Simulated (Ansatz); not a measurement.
# C3H7GaSi: up Jacob's ladder to CCSD(T)

The task here is to estimate one member of a computed series from the others.

Computed with Ansatz 0.2.0, Gaussian basis. Level: functionals in def2-TZVPP, the program's frozen cores in correlated methods.

Plan: PBE-D4, r2SCAN-D4, PBE0-D4, B3LYP-D4, ωB97X-V, ωB97M-V, B2PLYP; CCSD(T)/def2-TZVPP; MP2/def2-QZVPP; extrapolation to the limit.

## Structure used throughout

An earlier PBE0-D4 in a triple-zeta def2 set relaxation fixed the geometry.

12 atoms, charge 0, spin multiplicity 1.

Atoms are counted from 1 here; the program's logs count them from 0.

Bond lengths: C1–C2 1.327 Å, C1–H6 1.088 Å, C1–H7 1.085 Å, C2–C3 1.494 Å, C2–Si4 1.837 Å, C3–Si4 1.873 Å, C3–H8 1.088 Å, C3–H9 1.089 Å, Si4–H10 1.478 Å, Si4–H11 1.479 Å, Ga5–H12 1.691 Å. Angles: C2–C1–H6 121.5°, C2–C1–H7 121.5°, H6–C1–H7 117.1°, C1–C2–C3 137.4°, C1–C2–Si4 149.5°, C3–C2–Si4 67.5°, C2–C3–Si4 65.0°, C2–C3–H8 117.8°, C2–C3–H9 115.0°, Si4–C3–H8 123.9°, Si4–C3–H9 112.5°, H8–C3–H9 114.0°, C2–Si4–C3 47.5°, C2–Si4–H10 117.2°, C2–Si4–H11 121.0°, C3–Si4–H10 120.4°, C3–Si4–H11 119.0°, H10–Si4–H11 115.2°.

The first run:

in.yaml reads:

```yaml
crystal:
  periodic: [false, false, false]
  atoms:
    - {symbol: C, position_ang: [-0.265151, 1.747939, -0.124850]}
    - {symbol: C, position_ang: [0.038454, 0.477100, 0.106638]}
    - {symbol: C, position_ang: [0.237280, -0.407484, 1.294606]}
    - {symbol: Si, position_ang: [1.054218, -1.003292, -0.282318]}
    - {symbol: Ga, position_ang: [-1.399020, -0.289799, -2.027802]}
    - {symbol: H, position_ang: [-0.660076, 2.389461, 0.660058]}
    - {symbol: H, position_ang: [-0.137725, 2.191298, -1.107356]}
    - {symbol: H, position_ang: [0.782081, -0.001848, 2.144496]}
    - {symbol: H, position_ang: [-0.626161, -1.010802, 1.569048]}
    - {symbol: H, position_ang: [2.500460, -0.792946, -0.500393]}
    - {symbol: H, position_ang: [0.471673, -2.158754, -0.999555]}
    - {symbol: H, position_ang: [-1.919032, -1.195874, -0.698672]}
basis:
  gaussian: {orbitals: def2-TZVPP}
hamiltonian: {xc: pbe, dispersion: d4}
output: {forces: true, orbitals: {seedname: orbitals}}
```

Run with:

```bash
$ ansatz run in.yaml --threads 4 --pin off --events-out ev --progress --plain --max-ram 10444MiB
```

Among the steps run: PBE-D4 (GGA); r2SCAN-D4 (meta-GGA); PBE0-D4 (hybrid); B3LYP-D4 (hybrid); ωB97X-V (range-separated); ωB97M-V (range-separated); B2PLYP (double hybrid); CCSD(T) in def2-TZVPP; MP2 in def2-QZVPP.

One table of the session follows, with a row left open; its other results are not shown here.

It belongs to the step «Atomisation energies». 

| method | atomisation energy (kcal/mol) |
| --- | --- |
| PBE-D4 | 1006.8 |
| r2SCAN-D4 | 990.6 |
| PBE0-D4 | 991.3 |
| B3LYP-D4 | ? |
| ωB97X-V | 986.8 |
| ωB97M-V | 988.0 |
| B2PLYP | 972.5 |
| HF/def2-TZVPP | 715.7 |
| MP2/def2-TZVPP | 971.2 |
| CCSD/def2-TZVPP | 945.1 |
| CCSD(T)/def2-TZVPP | 961.5 |
| MP2/CBS | 995.4 |
| CCSD(T)/CBS | 985.7 |

Q: Estimate the row for B3LYP-D4 from the others.

The run gave: atomisation energy (kcal/mol): 986.9. In the column «atomisation energy (kcal/mol)» it lies between ωB97X-V (986.8) and ωB97M-V (988.0).

To keep in mind: Free atoms (3 C, 1 Si, 1 Ga, 7 H) were run apart at each level; the atomisation energy is their sum less the molecule, without zero-point or spin-orbit terms.
